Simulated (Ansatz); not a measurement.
# ClGeH: the cost of one run

Program: Ansatz 0.2.0 through its Python package. The levels of theory stand in the script. These are calculated values, not measurements.

**1. Starting point**

Bond lengths: Cl1–Ge2 2.229 Å, Ge2–H3 1.555 Å. Angles: Cl1–Ge2–H3 111.2°.

The script holds or builds the structure itself.

**2. The script**

The input, x2c_clgeh.py:

```python
# -*- coding: utf-8 -*-
"""Scalar relativity in ClGeH."""

import warnings

import ansatz
import numpy as np

FUNCTIONAL = "hf"


def main():
    warnings.simplefilter("ignore", ansatz.DeckWarning)

    molecule = (
        ansatz.Crystal.molecule()
        .atom("Cl", (1.2732, -1.056, 0.5736))
        .atom("Ge", (-0.5981, -0.2781, -0.3546))
        .atom("H", (-0.686, 1.2694, -0.2323))
    )

    model = (
        molecule.calculation()
        .functional(FUNCTIONAL)
        .scf(lower_state_search="light")
        .forces()
    )
    # a set contracted for a scalar-relativistic Hamiltonian goes with the relativistic run
    sets = {"none": "cc-pVTZ", "scalar": "cc-pVTZ-DK"}
    found = {kind: model.basis(gaussian=basis).pseudopotentials(relativity=kind).run(threads=1).report for kind, basis in sets.items()}
    for kind, each in found.items():
        dipole = 4.803205 * np.linalg.norm(each["charge_distribution"]["dipole_moment_e_ang"])
        print(f"{kind:7s} E = {each['free_energy_ev']:.4f} eV  dipole {dipole:.3f} D  largest force component {np.abs(each['forces_ev_ang']).max():.4f} eV/A")
    print(f"relativity lowers the total energy by {found['none']['free_energy_ev'] - found['scalar']['free_energy_ev']:.3f} eV")


if __name__ == "__main__":
    main()
```

**3. What the engine is handed**

The engine receives this input (first run):

```yaml
crystal:
  periodic: [false, false, false]
  atoms:
    - { symbol: Cl, position_ang: [1.2732, -1.056, 0.5736] }
    - { symbol: Ge, position_ang: [-0.5981, -0.2781, -0.3546] }
    - { symbol: H, position_ang: [-0.686, 1.2694, -0.2323] }
basis:
  gaussian:
    orbitals: cc-pVTZ
hamiltonian:
  xc: hf
  pseudopotentials:
    relativity: none
scf:
  lower_state_search: light
output:
  forces: true
```

**4. Running it**

On the command line:

```sh
$ python x2c_clgeh.py
```

**Question.** How long does this script take on 1 thread of AMD EPYC 9B14 (Zen 4), shared host, and how much memory does it need?

About 2.4 s, with a peak of 0.21 GiB.
